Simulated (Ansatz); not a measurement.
Crystal: B2O.

```
O B
1.0
     2.87900    0.00000    0.00000
    -1.43950    2.49329    0.00000
     0.00000    0.00000    7.05200
O B
2 4
Direct
  0.33333 0.66667 0.69400
  0.66667 0.33333 0.30600
  0.33333 0.66667 0.97700
  0.66667 0.33333 0.02300
  0.00000 0.00000 0.62000
  0.00000 0.00000 0.38000
```

| Item | Value |
| --- | --- |
| Program | Ansatz 0.2.0 |
| Task | relaxation of cell and atoms |
| Functional | r2SCAN |
| Potentials or basis | Ansatz PAW |
| Cutoff | 500 eV (not typed: the program's choice for these potentials) |
| k mesh | 11 × 11 × 4 |
| Occupations | fermi-dirac, width 0.05 eV |
| Spin | no spin polarisation |

At the start: volume 8.44 Å³/atom.

**Question.** How do energy, volume and symmetry change on relaxing?

**Answer.** It ends after 21 steps and the volume is 9.69 Å³/atom (+14.9 %); space group P-3m1 (No. 164, to 0.05 Å).

The path:
```csv
step,energy change (eV),largest force (eV/Å),volume (Å³)
1,0.0000,0.4647,50.62
2,-0.6845,1.0568,47.29
3,-1.1338,0.6451,43.05
4,-1.4886,0.6472,44.05
5,-1.7866,0.3892,46.54
6,-1.9192,0.8700,48.52
7,-2.0107,0.4343,50.82
8,-2.0222,0.0238,52.44
9,-2.0234,0.0090,52.02
10,-2.0234,0.0026,52.04
11,-2.0903,0.0386,52.04
12,-2.1230,0.0298,53.66
13,-2.1403,0.0920,55.91
14,-2.1442,0.0046,56.39
15,-2.1452,0.0187,57.17
16,-2.1452,0.0010,57.30
17,-2.1452,0.0003,57.38
18,-2.1490,0.0021,57.38
19,-2.1494,0.0014,57.86
20,-2.1494,0.0016,58.16
21,-2.1496,0.0016,58.16
```

Final structure:
```cif
data_structure
_symmetry_space_group_name_H-M 'P 1'
_symmetry_Int_Tables_number 1
_cell_length_a 2.5953
_cell_length_b 2.5953
_cell_length_c 9.9714
_cell_angle_alpha 90.000
_cell_angle_beta 90.000
_cell_angle_gamma 120.000
_cell_volume 58.16
loop_
_atom_site_label
_atom_site_type_symbol
_atom_site_fract_x
_atom_site_fract_y
_atom_site_fract_z
_atom_site_occupancy
O1 O 0.33333 0.66667 0.64087 1
O2 O 0.66667 0.33333 0.35913 1
B1 B 0.33333 0.66667 0.98183 1
B2 B 0.66667 0.33333 0.01817 1
B3 B 0.00000 0.00000 0.58704 1
B4 B 0.00000 0.00000 0.41296 1
```

Caveat: the plane-wave basis is chosen anew once the cell has moved, so the energies of steps on either side of that aren't comparable; the PAW data sets come from PBE, with cores solved anew for the run's functional, which leaves a small shift of forces and pressure.
